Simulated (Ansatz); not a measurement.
# SiBF7: the cost of one run

All numbers below are computed with Ansatz 0.2.0 (DFT PBE, plane waves, PAW, scalar-relativistic, no spin polarisation).

## (1) The structure to begin with

The cell holds 27 atoms (B3F21Si3): a = 8.082 Å, b = 8.082 Å, c = 8.082 Å, α = 90.00°, β = 90.00°, γ = 90.00°.

As a file:

```xyz
27
Lattice="8.0825 0.0000 0.0000 0.0000 8.0825 0.0000 0.0000 0.0000 8.0825" Properties=species:S:1:pos:R:3 pbc="T T T"
B     6.5256    7.9459    4.0573
F     6.7369    8.7677    5.0707
F     7.4970    7.1563    3.6331
F     5.3429    7.9139    3.4680
B     5.3440    4.2175    4.3725
F     5.4057    4.8808    3.2309
F     6.2172    3.2587    4.6278
F     4.4091    4.5131    5.2589
B     2.4998    6.5417    2.5009
F     3.2023    5.8646    3.3926
F     1.8058    5.8974    1.5787
F     2.4914    7.8631    2.5312
Si    3.5239    2.7787    0.0447
F     4.4089    3.8219    0.8373
F     2.5943    1.9986    1.0580
F     2.6285    3.5420   -1.0114
F     4.4640    1.7523   -0.7053
Si    1.2166    7.7489    6.3496
F     2.1533    7.6794    7.6214
F    -0.0866    6.8917    6.6074
F     0.8126    9.2524    6.0742
F     1.9873    7.1721    5.0954
Si    7.4859    3.8290    0.2379
F     8.5874    4.2782   -0.8036
F     6.7349    5.1044    0.7938
F     6.4463    2.8737   -0.4736
F     8.1750    3.0597    1.4350
```

## (2) Preparing the start

The input, input.yaml:

```yaml
accuracy: low
crystal:
  lattice:
    - [8.08248, 0.0, 0.0]
    - [0.0, 8.08248, 0.0]
    - [0.0, 0.0, 8.08248]
  atoms:
    - { symbol: B, position: [0.8073762, 0.9831073, 0.5019843] }
    - { symbol: F, position: [0.833524, 1.084777, 0.6273754] }
    - { symbol: F, position: [0.9275558, 0.8854035, 0.4495038] }
    - { symbol: F, position: [0.661049, 0.9791415, 0.4290736] }
    - { symbol: B, position: [0.6611821, 0.5218138, 0.5409907] }
    - { symbol: F, position: [0.6688221, 0.6038783, 0.3997448] }
    - { symbol: F, position: [0.7692162, 0.4031784, 0.5725761] }
    - { symbol: F, position: [0.5455081, 0.5583848, 0.6506513] }
    - { symbol: B, position: [0.3092914, 0.8093652, 0.3094163] }
    - { symbol: F, position: [0.396201, 0.7255909, 0.4197429] }
    - { symbol: F, position: [0.2234231, 0.729652, 0.1953295] }
    - { symbol: F, position: [0.30825, 0.9728526, 0.3131766] }
    - { symbol: Si, position: [0.4359928, 0.3437908, 0.0055245] }
    - { symbol: F, position: [0.5454869, 0.4728568, 0.1035902] }
    - { symbol: F, position: [0.3209789, 0.2472753, 0.1309057] }
    - { symbol: F, position: [0.3252051, 0.4382302, -0.1251322] }
    - { symbol: F, position: [0.5523003, 0.2168009, -0.0872657] }
    - { symbol: Si, position: [0.1505284, 0.9587296, 0.7856012] }
    - { symbol: F, position: [0.26641, 0.9501281, 0.9429586] }
    - { symbol: F, position: [-0.0107136, 0.8526733, 0.817491] }
    - { symbol: F, position: [0.1005374, 1.1447507, 0.7515289] }
    - { symbol: F, position: [0.2458798, 0.8873663, 0.6304262] }
    - { symbol: Si, position: [0.9261865, 0.4737409, 0.0294335] }
    - { symbol: F, position: [1.0624665, 0.5293121, -0.099421] }
    - { symbol: F, position: [0.8332748, 0.6315428, 0.0982076] }
    - { symbol: F, position: [0.7975601, 0.3555455, -0.0585948] }
    - { symbol: F, position: [1.0114445, 0.3785633, 0.1775421] }
basis:
  ecutwfc: 420.0
kpoints:
  mp_grid: { grid: [1, 1, 1] }
hamiltonian:
  xc: pbe
scf:
  occupations: { method: fermi_dirac, width: 0.02 }
  lower_state_search: "off"
relax:
  f_tol: 0.3
  max_steps: 15
  adjacent_minimum: "off"
```

Run with:

```
$ ansatz run input.yaml --threads 1 --pin off --max-ram 3072MiB --backend cpu --events-out ev --progress --plain --runs-dir out
```

**Question.** How long does this run take on 1 thread of Arm Neoverse V1, shared host, and how much memory does it need?

About 60 s, with a peak of 0.52 GiB.
